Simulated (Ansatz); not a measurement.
**CH₅BrGe: basis-set convergence**

One table from this session's results is given with a row withheld; the runs are named, their logs left out.

Computed with Ansatz 0.2.0, Gaussian basis. Level: one geometry, several basis sets.

The runs, in order: PBE0-D4/def2-SVP; ωB97M-V/def2-SVP; PBE0-D4/def2-QZVPP; ωB97M-V/def2-QZVPP; the functionals' def2-TZVPP values are taken from earlier runs.

**Structure used throughout**

An earlier PBE0-D4 in a triple-zeta def2 set relaxation fixed the geometry.

SMILES `[CH3][GeH2][Br]`, 8 atoms, charge 0, spin multiplicity 1.

Atoms are counted from 1 here; the program's logs count them from 0.

Bond lengths: C1–Ge2 1.941 Å, C1–H4 1.090 Å, C1–H5 1.090 Å, C1–H6 1.092 Å, Ge2–Br3 2.320 Å, Ge2–H7 1.536 Å, Ge2–H8 1.536 Å. Angles: Ge2–C1–H4 109.8°, Ge2–C1–H5 109.8°, Ge2–C1–H6 109.8°, H4–C1–H5 109.1°, H4–C1–H6 109.1°, H5–C1–H6 109.1°, C1–Ge2–Br3 107.7°, C1–Ge2–H7 112.7°, C1–Ge2–H8 112.7°, Br3–Ge2–H7 106.2°, Br3–Ge2–H8 106.2°, H7–Ge2–H8 110.8°.

Set-up of the first run:

File in.yaml:

```yaml
crystal:
  periodic: [false, false, false]
  atoms:
    - {symbol: C, position_ang: [-0.618556, 0.789362, -0.358726]}
    - {symbol: Ge, position_ang: [0.446502, -0.762611, 0.115246]}
    - {symbol: Br, position_ang: [1.666829, -0.228992, 2.014374]}
    - {symbol: H, position_ang: [0.034178, 1.638901, -0.558645]}
    - {symbol: H, position_ang: [-1.290284, 1.041535, 0.461600]}
    - {symbol: H, position_ang: [-1.209218, 0.574283, -1.251441]}
    - {symbol: H, position_ang: [1.474777, -1.128974, -0.964924]}
    - {symbol: H, position_ang: [-0.412028, -1.980505, 0.486717]}
basis:
  gaussian: {orbitals: def2-SVP}
hamiltonian: {xc: pbe0, dispersion: d4}
output: {orbitals: {seedname: orbitals}}
```

Launch:

```bash
> ansatz run in.yaml --threads 4 --pin off --events-out ev --progress --plain --max-ram 10444MiB
```

Among the steps run: PBE0-D4 in def2-SVP; ωB97M-V in def2-SVP; PBE0-D4 in def2-QZVPP; ωB97M-V in def2-QZVPP.

One of the session's tables, all rows but one given; the rest of the session is left out.

It belongs to the step «Density functionals: the series». 

| functional | basis | HOMO (eV) | LUMO (eV) |
| --- | --- | --- | --- |
| PBE0-D4 | def2-SVP | -7.91 | -0.01 |
| PBE0-D4 | def2-TZVPP | -8.05 | -0.24 |
| PBE0-D4 | def2-QZVPP | ? | ? |
| ωB97M-V | def2-SVP | -10.09 | 1.97 |
| ωB97M-V | def2-TZVPP | -10.26 | 1.65 |
| ωB97M-V | def2-QZVPP | -10.26 | 1.27 |

Estimate the missing values for PBE0-D4, def2-QZVPP.

The run gave: HOMO (eV): -8.06; LUMO (eV): -0.38. In the column «HOMO (eV)» it lies between ωB97M-V, def2-SVP (-10.09) and PBE0-D4, def2-TZVPP (-8.05).
